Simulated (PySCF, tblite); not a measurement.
# C₆H₈BClF₂: geometry, infrared bands and NMR shifts

What infrared bands and NMR shifts should C₆H₈BClF₂ (`FC(F)CB[C@@H]1C/C1=C\Cl`) show?

Programs: tblite 0.8.0 and PySCF 2.14.0, with density-fitted response routines of our own. Each step states its level of theory. These are calculated values for one molecule in the gas phase, unless marked as measured. Atoms count from 0, in the outputs and in this text.

## 1. The molecule as given

18 atoms, charge 0, multiplicity 1; geometry from: force field or distance geometry start.

Bonds of the start (Å): F0–C1 1.37, C1–F2 1.38, C1–C3 1.51, C3–B4 1.58, B4–C5 1.59, C5–C6 1.51, C6–C7 1.48, C7–C8 1.33, C8–Cl9 1.75, C7–C5 1.50, C1–H10 1.11, C3–H11 1.12, C3–H12 1.11, B4–H13 1.17, C5–H14 1.09, C6–H15 1.10, C6–H16 1.11, C8–H17 1.09.

## 2. Relaxing the molecule with GFN2-xTB

Job settings and geometry (Å):

```
{"job": {"kind": "relax", "xc": "GFN2-xTB", "basis": "xTB"}, "charge": 0, "multiplicity": 1}
F     -4.110300    -0.471800    -0.476900
C     -2.967300     0.199800    -0.145700
F     -2.873100     1.374000    -0.871500
C     -1.771900    -0.676200    -0.460100
B     -0.431200     0.062200    -0.059400
C      0.858800    -0.152900    -0.958600
C      1.886200    -1.150300    -0.484200
C      2.103300     0.296600    -0.248600
C      2.779100     1.347500     0.197900
Cl     4.311000     1.117200     1.018200
H     -3.040900     0.460600     0.934500
H     -1.886500    -1.683300     0.016000
H     -1.755500    -0.755500    -1.563200
H     -0.449500     1.026800     0.604500
H      0.730000     0.032200    -2.030000
H      2.600100    -1.582700    -1.194300
H      1.590800    -1.802800     0.361100
H      2.418100     2.364900     0.084200
```

Run with:

```console
> OMP_NUM_THREADS=1 python probes_run.py task.json out
```

This one command runs all jobs of the session in turn.

**Question.** This job is followed by: GFN2-xTB harmonic vibrations, gas phase; GIAO PBE0/pcSseg-1 NMR shielding, non-relativistic, gas phase. What will the session give for the following? strongest single infrared mode (GFN2-xTB); zero-point energy (GFN2-xTB); ¹³C shifts against TMS (PBE0/pcSseg-1); ¹H shifts against TMS (PBE0/pcSseg-1); ¹⁹F shifts against CFCl3 (PBE0/pcSseg-1); ¹¹B shifts against BF3·OEt2 (PBE0/pcSseg-1); ³⁵Cl shifts against HCl (PBE0/pcSseg-1).

The runs gave:

| quantity | value |
| --- | --- |
| strongest single infrared mode (GFN2-xTB) | 1008 cm⁻¹, 225 km/mol |
| zero-point energy (GFN2-xTB) | 79.2 kcal/mol |
| ¹³C shifts against TMS (PBE0/pcSseg-1) | 135.3, 124.9, 122.5, 41.5, 27.5, 18.1 ppm |
| ¹H shifts against TMS (PBE0/pcSseg-1) | 6.78, 6.61, 6.49, 2.60, 2.06, 1.99, 1.85, 1.74 ppm |
| ¹⁹F shifts against CFCl3 (PBE0/pcSseg-1) | -122.1, -131.2 ppm |
| ¹¹B shifts against BF3·OEt2 (PBE0/pcSseg-1) | 80.5 ppm |
| ³⁵Cl shifts against HCl (PBE0/pcSseg-1) | 218 ppm |

In words: Relaxing lowered the energy by 0.589 eV in 124 steps; the close pair that moved most is B4–C5, from 1.587 to 1.540 Å. No mode is imaginary among the 48: a minimum at this level. The strongest single mode, at 1008 cm⁻¹, is spread over several atoms, C7, C1, C6, C5 among them. Unscaled tight-binding wavenumbers are off by several per cent, some by more. Its intensities can rank the bands wrongly. At PBE0/pcSseg-1: Shielding is most anisotropic at Cl9 (span 460 ppm, paramagnetic term -412 ppm).
